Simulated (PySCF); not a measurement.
# RuO2: structure of the quintet

The task is one start of a wider search on RuO2: the quintet, from a side-on start. It is relaxed, tested by its Hessian and followed downhill if it is a saddle.

Computed with PySCF 2.14.0. Level: PBE0, basis Ru def2-TZVP with ECP28, O def2-TZVP, scalar-relativistic core potentials, no spin–orbit coupling, density fitting.

**1. Where the work starts**

3 atoms, charge 0, spin multiplicity 5.

Bond lengths: Ru1–O2 1.918 Å, Ru1–O3 1.918 Å, O2–O3 1.400 Å. Angles: O2–Ru1–O3 42.8°, Ru1–O2–O3 68.6°, Ru1–O3–O2 68.6°.

Z-matrix (Å, degrees; charge 0 multiplicity 5):
```
Ru
O  1 1.9176
O  1 1.9176 2 42.82
```

**2. Relaxing the quintet from the side-on start**

The steps below are one call of a driver around PySCF. For each, scf.py gives the equivalent set-up of the SCF; relaxations use the driver's own optimiser. Before each start the driver seeks the lowest SCF state from one or more starting densities and follows internal instabilities, so scf.py alone need not reach the same state.

The program finds C2v symmetry in the start, which this walk keeps.

scf.py reads:

```python
from pyscf import gto, scf, dft
mol = gto.M(atom='''
Ru     0.000000     0.000000    -0.426535
O      0.700000    -0.000000     1.358736
O     -0.700000     0.000000     1.358736''',
    basis={'Ru': 'def2-TZVP', 'O': 'def2-TZVP'},
    ecp={'Ru': 'def2-TZVP'},
    charge=0, spin=4)
mf = dft.UKS(mol, xc='PBE0')
mf.grids.atom_grid = (50, 194)
aux = {'Ru': 'def2-universal-JKFIT', 'O': 'def2-universal-JKFIT'}
mf = mf.density_fit(auxbasis=aux)
mf.kernel()
```

Steps of the walk:

| step | energy (Eh) | change (kJ/mol) | largest symmetric gradient (Eh/bohr) |
| --- | --- | --- | --- |
| 0 | -245.051488 | 0.00 | 0.02129 |
| 1 | -245.052221 | -1.92 | 0.00512 |
| 2 | -245.052295 | -2.12 | 0.00162 |
| 3 | -245.052316 | -2.17 | 0.00042 |
| 4 | -245.052317 | -2.18 | 0.00004 |

The walk took 7.1 s on 4 threads, shared host.

Geometry (Å) and forces (eV/Å) at some steps:

```
step 0
Ru   0.000   0.000  -0.427   0.000   0.000  -1.095
O    0.700   0.000   1.359   0.603   0.000   0.547
O   -0.700   0.000   1.359  -0.603   0.000   0.547
step 1
Ru   0.000   0.000  -0.442   0.000   0.000  -0.263
O    0.708   0.000   1.366  -0.075   0.000   0.132
O   -0.708   0.000   1.366   0.075   0.000   0.132
step 2
Ru   0.000   0.000  -0.448   0.000   0.000  -0.080
O    0.706   0.000   1.370  -0.084   0.000   0.040
O   -0.706   0.000   1.370   0.084   0.000   0.040
step 3
Ru   0.000   0.000  -0.452   0.000   0.000   0.000
O    0.703   0.000   1.372  -0.022   0.000   0.000
O   -0.703   0.000   1.372   0.022   0.000   0.000
step 4
Ru   0.000   0.000  -0.453   0.000   0.000   0.002
O    0.703   0.000   1.372  -0.002   0.000  -0.001
O   -0.703   0.000   1.372   0.002   0.000  -0.001
```

End point (C2v, 4 steps, 2.2 kJ/mol gained): O–O 1.405 Å, Ru–O 1.955 Å (×2); O–O–Ru 68.9° (×2), O–Ru–O 42.1°.

**3. Hessian and properties**

On the finer grid the gradient is checked again; gradients at displacements of ±0.01 bohr then give force constants and infrared intensities.

Changes to scf.py since step 2:

```diff
@@ -3,3 +3,3 @@
-Ru     0.000000     0.000000    -0.426535
-O      0.700000    -0.000000     1.358736
-O     -0.700000     0.000000     1.358736''',
+Ru     0.000000    -0.000000    -0.435855
+O      0.702594    -0.000000     1.388732
+O     -0.702594     0.000000     1.388732''',
@@ -10 +10 @@
-mf.grids.atom_grid = (50, 194)
+mf.grids.atom_grid = (75, 302)
```

This SCF starts from the last density.

SCF at the final geometry:

```text
init E= -245.052274310056
[... the frontier-level lines of each cycle are left out ...]
cycle= 1 E= -245.052274305126  delta_E= 4.93e-09  |g|= 0.000113  |ddm|= 8.39e-05
cycle= 2 E= -245.052274238159  delta_E= 6.7e-08  |g|= 0.000415  |ddm|= 0.000304
cycle= 3 E= -245.052274310481  delta_E= -7.23e-08  |g|= 7.64e-06  |ddm|= 0.000241
cycle= 4 E= -245.052274310501  delta_E= -2.07e-11  |g|= 2.37e-06  |ddm|= 4.13e-06
Extra cycle  E= -245.052274310497  delta_E= 3.92e-12  |g|= 5.57e-06  |ddm|= 6.2e-06
converged SCF energy = -245.052274310497  <S^2> = 6.0207151  2S+1 = 5.0082792
```

The whole step took 22 s.

Geometry: C2v; O–O 1.405 Å, Ru–O 1.955 Å (×2); O–O–Ru 68.9° (×2), O–Ru–O 42.1°.

Modes, for the most abundant isotopes:

```tsv
symmetry	ω (cm⁻¹)	IR (km/mol)
b2	416i	435
a1	408	5.8
a1	934	249
```

1 mode is imaginary, the largest at 416i cm⁻¹: a saddle point, not a minimum.

Constants and moments:

```yaml
Dipole_moment: 5.45 D
Highest_occupied_level: -5.46 eV
Lowest_empty_level: -3.36 eV
Rotational_constants: 1.068, 0.208, 0.1741 cm⁻¹
Zero-point_energy_real_modes: 8.0 kJ/mol
Principal_polarisabilities: 38.6, 57.8, 77.5 bohr³
Atomisation_energy_without_zero-point_energy: 579 kJ/mol
Principal_traceless_quadrupole_moments_about_the_centre_of_mass: -0.69, 0.30, 0.38 D Å
Spin_squared_⟨S²⟩: 6.021
```

Charges (e) and bond orders:

```csv
atom,Mulliken,Löwdin,polar tensor,spin (Mulliken),Mayer order to Ru1
Ru1,0.69,0.43,0.11,3.07,–
"O2,3",-0.34,-0.21,-0.05,0.46,0.94
```

Outer orbital energies (eV). α occupied: -12.41, -10.32, -8.80, -8.28, -8.19, -7.35, -6.71, -5.46; empty: -3.36, -0.01, 0.07, 1.54. β occupied: -29.88, -21.39, -11.83, -11.55, -10.75, -8.13, -6.16, -5.94; empty: -2.79, -2.42, -2.31, -1.99.

Mulliken populations on Ru1 (outside its core potential): s 2.28, p 6.19, d 6.83, f 0.01.

**4. Following the imaginary mode**

The start is the last point, displaced along its most imaginary mode.

The program finds Cs symmetry in the start, which this walk keeps.

Changes to scf.py since step 3:

```diff
@@ -3,3 +3,3 @@
-Ru     0.000000    -0.000000    -0.435855
-O      0.702594    -0.000000     1.388732
-O     -0.702594     0.000000     1.388732''',
+Ru    -0.013537    -0.000000    -0.435928
+O      0.745716     0.000000     1.500643
+O     -0.659473     0.000000     1.276675''',
@@ -10 +10 @@
-mf.grids.atom_grid = (75, 302)
+mf.grids.atom_grid = (50, 194)
```

Energy and gradient, step by step:

| step | energy (Eh) | change (kJ/mol) | largest symmetric gradient (Eh/bohr) |
| --- | --- | --- | --- |
| 0 | -245.054272 | 0.00 | 0.01829 |
| 1 | -245.055061 | -2.07 | 0.00293 |
| 2 | -245.055123 | -2.23 | 0.00262 |
| 3 | -245.055185 | -2.40 | 0.00186 |
| 4 | -245.055220 | -2.49 | 0.00074 |
| 5 | -245.055223 | -2.50 | 0.00013 |
| 6 | -245.055223 | -2.50 | 0.00002 |

The walk took 11 s.

End point (Cs, 6 steps, 2.5 kJ/mol gained): O–O 1.367 Å, Ru–O 1.830 Å, Ru–O 2.121 Å; O–O–Ru 58.6°, O–O–Ru 81.7°, O–Ru–O 39.6°.

**5. Is it a minimum? Harmonic modes**

The same treatment as at the point before.

Changes to scf.py since step 4:

```diff
@@ -3,3 +3,3 @@
-Ru    -0.013537    -0.000000    -0.435928
-O      0.745716     0.000000     1.500643
-O     -0.659473     0.000000     1.276675''',
+Ru    -0.018867    -0.000000    -0.443825
+O      0.731926     0.000000     1.540050
+O     -0.611725     0.000000     1.287579''',
@@ -10 +10 @@
-mf.grids.atom_grid = (50, 194)
+mf.grids.atom_grid = (75, 302)
```

Log of the central SCF (cycles and frontier levels):

```text
init E= -245.055190892768
[... the frontier-level lines of each cycle are left out ...]
cycle= 1 E= -245.055190891342  delta_E= 1.43e-09  |g|= 7.75e-05  |ddm|= 6.13e-05
cycle= 2 E= -245.055190878849  delta_E= 1.25e-08  |g|= 0.000206  |ddm|= 0.000132
cycle= 3 E= -245.055190893355  delta_E= -1.45e-08  |g|= 2.78e-05  |ddm|= 0.000107
cycle= 4 E= -245.055190893712  delta_E= -3.57e-10  |g|= 5.38e-06  |ddm|= 1.67e-05
cycle= 5 E= -245.055190893841  delta_E= -1.29e-10  |g|= 4.73e-06  |ddm|= 1.66e-05
cycle= 6 E= -245.055190894628  delta_E= -7.87e-10  |g|= 1.93e-06  |ddm|= 0.00019
cycle= 7 E= -245.055190894643  delta_E= -1.46e-11  |g|= 1.35e-06  |ddm|= 1.68e-05
Extra cycle  E= -245.05519089464  delta_E= 2.61e-12  |g|= 3.55e-06  |ddm|= 3.63e-06
converged SCF energy = -245.05519089464  <S^2> = 6.0094983  2S+1 = 5.0037979
```

The whole step took 33 s.

Geometry: Cs; O–O 1.367 Å, Ru–O 1.830 Å, Ru–O 2.121 Å; O–O–Ru 58.6°, O–O–Ru 81.7°, O–Ru–O 39.6°.

Harmonic modes (main isotopes):

| symmetry | ω (cm⁻¹) | IR (km/mol) |
| --- | --- | --- |
| a' | 211 | 20.2 |
| a' | 619 | 72.4 |
| a' | 965 | 547 |

No imaginary mode, so this is a minimum.

Constants and moments:

```
Dipole moment                                                   : 4.14 D
Highest occupied level                                          : -5.66 eV
Lowest empty level                                              : -3.21 eV
Rotational constants                                            : 1.202, 0.1981, 0.1701 cm⁻¹
Zero-point energy                                               : 10.7 kJ/mol
Principal polarisabilities                                      : 37.0, 39.0, 95.0 bohr³
Atomisation energy without zero-point energy                    : 587 kJ/mol
Principal traceless quadrupole moments about the centre of mass : -5.04, 1.53, 3.51 D Å
Entropy at 298.15 K and 1 bar (electronic part: spin only)      : 291.1 J/(mol K)
Heat capacity Cp at 298.15 K                                    : 46.8 J/(mol K)
Enthalpy at 298.15 K above 0 K                                  : 11.85 kJ/mol
Rotational symmetry number                                      : 1
Spin squared ⟨S²⟩                                               : 6.009
```

Charges (e) and bond orders:

```tsv
atom	Mulliken	Löwdin	polar tensor	spin (Mulliken)	Mayer order to Ru1
Ru1	0.59	0.36	0.95	3.23	–
O2	-0.34	-0.24	-0.42	0.39	0.75
O3	-0.25	-0.11	-0.54	0.37	1.20
```

Mulliken populations on Ru1 (outside its core potential): s 2.54, p 6.19, d 6.67, f 0.01.

**6. The points found, side by side**

| spin | group | bonds | imaginary modes (cm⁻¹) | ΔE (kJ/mol) | with zero-point energy |
| --- | --- | --- | --- | --- | --- |
| quintet | Cs | O–O 1.367 Å, Ru–O 1.830 Å, Ru–O 2.121 Å | none | 0.0 | 0.0 |
| quintet | C2v | O–O 1.405 Å, Ru–O 1.955 Å (×2) | 416i | 7.7 | – |

**7. What came out**

| quantity | value |
| --- | --- |
| minimum | quintet, Cs |
| geometry | O–O 1.367 Å, Ru–O 1.830 Å, Ru–O 2.121 Å; O–O–Ru 58.6°, O–O–Ru 81.7°, O–Ru–O 39.6° |
| wavenumbers (cm⁻¹) | 211 (a'), 619 (a'), 965 (a') |
| dipole moment | 4.14 D |
| highest occupied, lowest empty level (either spin) | -5.66, -3.21 eV |
| polar-tensor charge of Ru1 | +0.95 e |
| zero-point energy | 10.7 kJ/mol |
| entropy at 298.15 K | 291.1 J/(mol K) |
| atomisation energy (no zero-point energy) | 587 kJ/mol |
| ⟨S²⟩ | 6.009 |

In words: From C2v at the start the molecule goes to a Cs minimum, after a stop at a saddle point 7.7 kJ/mol higher, from which it was pushed off along an imaginary mode. In the infrared the band at 965 cm⁻¹ (a') leads. Most of the spin sits on Ru1 (Mulliken spin 3.23, against 4 for the whole molecule). Only this shape and spin were tried, so other structures or states may lie lower. One determinant may miss the lowest occupation of an open d or f shell.

The search up to here took 83 s on 4 threads, shared host.
